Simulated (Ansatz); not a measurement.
# Ge3Te2O: a trial structure relaxed

The task: take a trial cell of Ge3Te2O to zero force and stress.

Method: DFT PBE, scalar-relativistic, plane waves, PAW, in Ansatz 0.2.0.

## (1) The structure to begin with

The structure is orthorhombic, space group Immm (No. 71). The conventional cell has a = 5.317 Å, b = 6.259 Å, c = 8.434 Å, α = 90.00°, β = 90.00°, γ = 90.00°. Around Ge (site symmetry m2m) lie 2 Ge at 2.08 to 2.10 Å and 2 Te at 2.74 Å. Around Ge (site symmetry mmm) lie 2 Ge at 2.08 Å and 4 Te at 3.02 Å. Te (site symmetry m2m) has 1 O at 1.70 Å and 2 Ge at 2.74 Å in its first shell of neighbours. Around O (site symmetry mmm) lie 2 Te at 1.70 Å.

Coordinates:

```
Ge Te O
1.0
    -2.65837    3.12944    4.21685
     2.65837   -3.12944    4.21685
     2.65837    3.12944   -4.21685
Ge Te O
3 2 1
Direct
  0.33214 0.00000 0.33214
  0.66786 0.00000 0.66786
  0.00000 0.00000 0.00000
  0.22808 0.50000 0.72808
  0.77192 0.50000 0.27192
  0.50000 0.50000 0.00000
```

A structure generator made this guess: random cell by space group and Wyckoff sites (Immm, No. 71). The dimensions are guesses.

## (2) Probe: one point on a coarse mesh

input.yaml

```yaml
crystal:
  lattice:
    - [-2.65836897, 3.12944316, 4.21685414]
    - [2.65836897, -3.12944316, 4.21685414]
    - [2.65836897, 3.12944316, -4.21685414]
  atoms:
    - { symbol: Ge, position: [0.33214364, 0.0, 0.33214364] }
    - { symbol: Ge, position: [0.66785636, 0.0, 0.66785636] }
    - { symbol: Ge, position: [0.0, 0.0, 0.0] }
    - { symbol: Te, position: [0.22808366, 0.5, 0.72808366] }
    - { symbol: Te, position: [0.77191634, 0.5, 0.27191634] }
    - { symbol: O, position: [0.5, 0.5, 0.0] }
basis:
  ecutwfc: 420
kpoints:
  mp_grid: { grid: [4, 4, 4] }
hamiltonian:
  xc: pbe
scf:
  occupations: { method: gaussian, width: 0.1 }
  lower_state_search: "off"
output:
  forces: true
  stress: true
  eigenvalues: true
```

The run is started by

```bash
$ ansatz run input.yaml --threads 1 --pin off --max-ram 2560MiB --backend cpu --events-out ev --progress --plain --runs-dir out
```

The session goes on with these runs: a loose first relaxation; relaxation on the finer mesh.

Before running it: what results should come out? Wanted: conventional cell; volume; energy over the elements; gap on the mesh.

**Answer**, as computed:

| quantity | value |
| --- | --- |
| symmetry at the end (tolerance 0.05 Å) | space group Immm (No. 71) |
| conventional cell | a = 5.767 Å, b = 5.867 Å, c = 8.108 Å, α = 90.00°, β = 90.00°, γ = 90.00° |
| volume | 22.86 Å³/atom |
| energy over the elements (uncorrected; H, N, O, F and Cl as molecules) | +0.17 eV/atom |
| gap on the mesh | none (metal) |

In words: The space group Immm (No. 71) is kept, and the volume per atom shrinks by 2.2 % from the first guess. With a positive formation energy it can't be a ground state. No finished test with a distortion of lower symmetry is shown, so the end may be a saddle point. Spin-orbit coupling is left out for Te.
